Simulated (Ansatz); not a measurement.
**H4NOSb (SMILES [NH2][SbH][OH]): single points off equilibrium**

One table from this session's results is given with a row withheld; the runs are named, their logs left out.

Program: Ansatz 0.2.0, Gaussian basis. Level of theory: single points in def2-TZVPP. These are calculated values, not measurements.

Correlated methods freeze the cores. Filled d shells of the heavier atoms are correlated. Core potentials replace the inner electrons past krypton, and spin-orbit coupling is left out.

### The system as given

SMILES `[NH2][SbH][OH]`, 7 atoms, charge 0, spin multiplicity 1.

Atoms are counted from 1 here; the program's logs count them from 0.

Bond lengths: N1–Sb2 2.005 Å, N1–H4 0.999 Å, N1–H5 1.008 Å, Sb2–O3 1.985 Å, Sb2–H6 1.702 Å, O3–H7 0.948 Å. Angles: Sb2–N1–H4 109.4°, Sb2–N1–H5 113.1°, H4–N1–H5 106.5°, N1–Sb2–O3 91.4°, N1–Sb2–H6 89.7°, O3–Sb2–H6 92.6°, Sb2–O3–H7 113.2°.

Coordinates:

```
atom    x (Å)    y (Å)    z (Å)
  N1  -1.0830   0.5912  -0.6346
 Sb2  -0.0583   0.3267   1.0680
  O3   0.9599  -1.1821   0.2771
  H4  -0.5303   0.2802  -1.4064
  H5  -1.9413   0.0631  -0.6663
  H6   1.0868   1.4733   0.5477
  H7   1.6429  -1.5107   0.8457
```

The first run:

run/in.yaml reads:

```yaml
crystal:
  periodic: [false, false, false]
  atoms:
    - {symbol: N, position_ang: [-1.083000, 0.591200, -0.634600]}
    - {symbol: Sb, position_ang: [-0.058300, 0.326700, 1.068000]}
    - {symbol: O, position_ang: [0.959900, -1.182100, 0.277100]}
    - {symbol: H, position_ang: [-0.530300, 0.280200, -1.406400]}
    - {symbol: H, position_ang: [-1.941300, 0.063100, -0.666300]}
    - {symbol: H, position_ang: [1.086800, 1.473300, 0.547700]}
    - {symbol: H, position_ang: [1.642900, -1.510700, 0.845700]}
basis:
  gaussian: {orbitals: def2-TZVPP}
correlation: {method: ccsd_t}
output: {forces: true}
```

No record of the launch command was kept for these runs.

Steps of the session up to this table: CCSD(T)/def2-TZVPP; PBE0-D4/def2-TZVPP; wB97M-V/def2-TZVPP; r2SCAN-D4/def2-TZVPP; PBE-D4/def2-TZVPP; revPBE-D4/def2-TZVPP; SPW92/def2-TZVPP.

One of the session's tables, all rows but one given; the rest of the session is left out.

```
   method  RMS force component (eV/Å)  angle to CCSD(T) forces (°)  dipole (D)
  CCSD(T)                       0.330                    reference        1.51
  PBE0-D4                       0.301                         13.5        1.46
  wB97M-V                       0.308                          8.7        1.56
r2SCAN-D4                       0.332                         20.2        1.40
   PBE-D4                       0.506                         37.9        1.37
revPBE-D4                           ?                            ?           ?
    SPW92                       0.559                         22.4        1.35
```

Estimate the missing values for revPBE-D4.

The run gave: RMS force component (eV/Å): 0.525; angle to CCSD(T) forces (°): 42.8; dipole (D): 1.36. In the column «RMS force component (eV/Å)» it lies between PBE-D4 (0.506) and SPW92 (0.559).
